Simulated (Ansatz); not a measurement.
# GaNH₃ radical: up Jacob's ladder to CCSD(T)

Aim: compute GaNH₃ radical with functionals from several rungs and with coupled cluster, and see how far each lands from CCSD(T) at the basis-set limit for the atomisation energy.

The runs use Ansatz 0.2.0, Gaussian basis; functionals in def2-TZVPP, the program's frozen cores in correlated methods.

Plan: LDA (SPW92), PBE-D4, revPBE-D4, BLYP-D4, r2SCAN-D4, B97M-V, PBE0-D4, B3LYP-D4, r2SCANh-D4, r2SCAN0-D4, HSE06-D4, BHLYP-D4, CAM-B3LYP-D4, LC-ωPBE, ωB97X-V, ωB97M-V, B2PLYP, PBE-QIDH; CCSD(T)/def2-SVP; CCSD(T)/def2-TZVPP; MP2/def2-QZVPP; extrapolation to the limit; RPA on PBE.

### Step 1. The geometry

An earlier PBE0-D4 in a triple-zeta def2 set relaxation fixed the geometry.

5 atoms, charge 0, spin multiplicity 2.

Atoms are counted from 1 here; the program's logs count them from 0.

Bond lengths: N1–Ga2 1.825 Å, N1–H3 1.008 Å, N1–H4 1.006 Å, Ga2–H5 1.594 Å. Angles: Ga2–N1–H3 123.8°, Ga2–N1–H4 124.3°, H3–N1–H4 111.9°, N1–Ga2–H5 116.9°.

### Step 2. LDA

This LDA is Slater exchange with PW92 correlation.

Input file in.yaml:

```yaml
crystal:
  periodic: [false, false, false]
  atoms:
    - {symbol: N, position_ang: [-0.211858, -0.683960, 0.064703]}
    - {symbol: Ga, position_ang: [0.815481, 0.782947, 0.416979]}
    - {symbol: H, position_ang: [-0.946846, -0.701255, -0.625057]}
    - {symbol: H, position_ang: [-0.115221, -1.569311, 0.532044]}
    - {symbol: H, position_ang: [0.508244, 2.097879, -0.430069]}
basis:
  gaussian: {orbitals: def2-TZVPP}
magnetization: {spin_polarized: true, initial_magnetization: 1}
hamiltonian: {xc: lda}
output: {orbitals: {seedname: orbitals}}
```

The runs that follow: PBE-D4 (GGA); revPBE-D4 (GGA); BLYP-D4 (GGA); r2SCAN-D4 (meta-GGA); B97M-V (meta-GGA); PBE0-D4 (hybrid); B3LYP-D4 (hybrid); r2SCANh-D4 (hybrid); r2SCAN0-D4 (hybrid); HSE06-D4 (hybrid); BHLYP-D4 (hybrid); CAM-B3LYP-D4 (range-separated); LC-ωPBE-D4 (range-separated); ωB97X-V (range-separated); ωB97M-V (range-separated); B2PLYP (double hybrid); PBE-QIDH (double hybrid); CCSD(T) in def2-SVP; CCSD(T) in def2-TZVPP; MP2 in def2-QZVPP; RPA on PBE orbitals.

Before running them: what should the planned runs give, taken together? Wanted: atomisation energy, CCSD(T)/CBS; farthest beyond LDA; mean size of error, GGA; mean size of error, meta-GGA; mean size of error, hybrid; mean size of error, range-separated; mean size of error, double hybrid; gap, smallest and largest; T1 diagnostic.

As calculated:

| quantity | value |
| --- | --- |
| atomisation energy, CCSD(T)/CBS | 309.5 kcal/mol |
| functionals within 3.1 kcal/mol (1.0 %) | BLYP-D4, r2SCAN-D4, B97M-V, PBE0-D4, B3LYP-D4, r2SCANh-D4, HSE06-D4, CAM-B3LYP-D4, LC-ωPBE, ωB97X-V, ωB97M-V, B2PLYP |
| farthest beyond LDA | BHLYP-D4 (-10.2 kcal/mol) |
| mean size of error, GGA | 3.0 kcal/mol |
| mean size of error, meta-GGA | 0.6 kcal/mol |
| mean size of error, hybrid | 3.6 kcal/mol |
| mean size of error, range-separated | 1.4 kcal/mol |
| mean size of error, double hybrid | 3.5 kcal/mol |
| gap, smallest and largest | 1.05 eV (LDA (SPW92)), 8.22 eV (LC-ωPBE) |
| T1 diagnostic | 0.0158 |
| triples share of the correlation energy | 3.8 % |

**Reading.** LDA overbinds by 48.1 kcal/mol (16 %). PBE-D4 misses by +4.5 kcal/mol. Double hybrids carry the basis error of their MP2 part in triple zeta, and no dispersion term here, so their miss is partly the set-up's. The rungs meta-GGA, range-separated, GGA miss on average by less than the doubt on the reference (3.1 kcal/mol), so they tie. The reference freezes the cores and leaves out relativity and excitations past (T), and its outer-core shells are covered unevenly, so misses under about 3.1 kcal/mol can't be ranked. Hartree-Fock recovers 66 % of the binding; the rest is correlation. CCSD(T) in def2-SVP is off by -24.3 kcal/mol, more than most functionals: a good method in a small basis is no reference. Orbital gaps span 1.0 to 8.2 eV; exact exchange widens them. Correlated methods include outer-core shells of Ga, which these sets cover unevenly.
